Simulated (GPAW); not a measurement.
GaGe3:

```
CELL_PARAMETERS angstrom
5.98504 0.00000 0.00000
-2.99252 5.18319 0.00000
0.00000 0.00000 5.03495
ATOMIC_POSITIONS crystal
Ge 0.16356 0.32712 0.25000
Ge 0.16356 0.83644 0.25000
Ge 0.67288 0.83644 0.25000
Ge 0.83644 0.67288 0.75000
Ge 0.83644 0.16356 0.75000
Ge 0.32712 0.16356 0.75000
Ga 0.33333 0.66667 0.75000
Ga 0.66667 0.33333 0.25000
```

The cell comes from a database or a generator and needn't be the stable form of this composition.

```yaml
Program: GPAW 26.7.0
Task: relaxation of cell and atoms
Functional: PBEsol
Dispersion: D4
Potentials_or_basis: PAW data sets generated in the run's folder for this functional
Cutoff: 600 eV
Basis: pw
k_mesh: 4 × 4 × 4
Occupations: fermi-dirac, width 0.05 eV
Spin: no spin polarisation
```

At the start: pressure -6.2 GPa; volume 19.52 Å³/atom.

Question: Where does the relaxation end?

Answer: Over 7 steps the energy falls by 43.9 meV/atom and the volume is 17.57 Å³/atom (-10.0 %); space group P6_3/mmc (No. 194, to 0.05 Å).

The path:
| step | energy change (eV) | largest force (eV/Å) | pressure (GPa) | volume (Å³) |
| --- | --- | --- | --- | --- |
| 1 | 0.0000 | 0.1211 | -6.19 | 156.19 |
| 2 | -0.0253 | 0.1194 | -6.01 | 155.56 |
| 3 | -0.3225 | 0.0245 | -2.15 | 144.80 |
| 4 | -0.3474 | 0.0736 | 0.47 | 139.82 |
| 5 | -0.3504 | 0.0430 | -0.15 | 140.88 |
| 6 | -0.3505 | 0.0390 | -0.12 | 140.83 |
| 7 | -0.3511 | 0.0037 | 0.03 | 140.56 |

Final structure:
```
CELL_PARAMETERS angstrom
5.76630 0.00000 0.00000
-2.88315 4.99376 0.00000
0.00000 0.00000 4.88129
ATOMIC_POSITIONS crystal
Ge 0.16722 0.33445 0.25000
Ge 0.16722 0.83278 0.25000
Ge 0.66555 0.83278 0.25000
Ge 0.83278 0.66555 0.75000
Ge 0.83278 0.16722 0.75000
Ge 0.33445 0.16722 0.75000
Ga 0.33333 0.66667 0.75000
Ga 0.66667 0.33333 0.25000
```

Caveat: later steps reuse the first step's grids; pairwise dispersion overbinds metals, which lowers pressure and volume.
